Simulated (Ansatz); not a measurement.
Run this with Ansatz's Python interface and show what comes out.

`ch6b2s.py`:
```python
# -*- coding: utf-8 -*-
import ansatz as az


def energy(molecule, charge=0, unpaired=0):
    calc = molecule.calculation().basis(gaussian="6-31G").functional("hf").scf(lower_state_search="standard")
    if charge:
        calc = calc.charge(charge)
    if unpaired:
        calc = calc.spin("collinear", total=unpaired)
    return calc.run(threads=1, backend="cpu").report["free_energy_ev"]

def without(molecule, index):
    rest = az.Crystal.molecule()
    for i, site in enumerate(molecule.cartesian_sites):
        if i != index:
            rest = rest.atom(site.symbol, site.position_ang)
    return rest

geometry = (
    az.Crystal.molecule()
    .atom("B", (-1.0935, 1.2331, -1.1846))
    .atom("S", (0.6442, 1.4964, -0.6587))
    .atom("B", (0.7977, -0.3283, -0.2605))
    .atom("C", (0.5803, -0.8529, 1.2091))
    .atom("H", (-1.3911, 1.0168, -2.3399))
    .atom("H", (-2.0137, 1.4031, -0.4081))
    .atom("H", (1.2231, -1.0814, -1.0756))
    .atom("H", (-0.2668, -1.6006, 1.1495))
    .atom("H", (0.1857, -0.0072, 1.9041))
    .atom("H", (1.417, -1.3302, 1.6677))
)

whole = energy(geometry, 0)
hydrogen = energy(az.Crystal.molecule().atom("H", (0, 0, 0)), 0, 1)
print(f"E(molecule) = {whole:.5f} eV, E(H) = {hydrogen:.5f} eV")
for index in [5, 6, 9]:
    radical = energy(without(geometry, index), 0, 1)
    print(f"H{index}: homolysis {(radical + hydrogen - whole):.3f} eV")
```

```console
$ python ch6b2s.py
E(molecule) = -13283.47506 eV, E(H) = -13.55761 eV
H5: homolysis 3.676 eV
H6: homolysis 3.687 eV
H9: homolysis 3.948 eV
```

What to keep in mind:
- The settings weren't tested for convergence.
- The geometry is a force-field or estimated start, not a minimum of this method, and the basis set is short of its limit. All parts are taken at fixed geometry, without zero-point energy.
- Hartree-Fock leaves correlation out, so bond, atomisation and ionisation energies come out well too low.
- Hardware and time: 2.9 s on 1 thread of AMD EPYC 9B14 (Zen 4), on a shared host, peak memory 0.18 GiB.
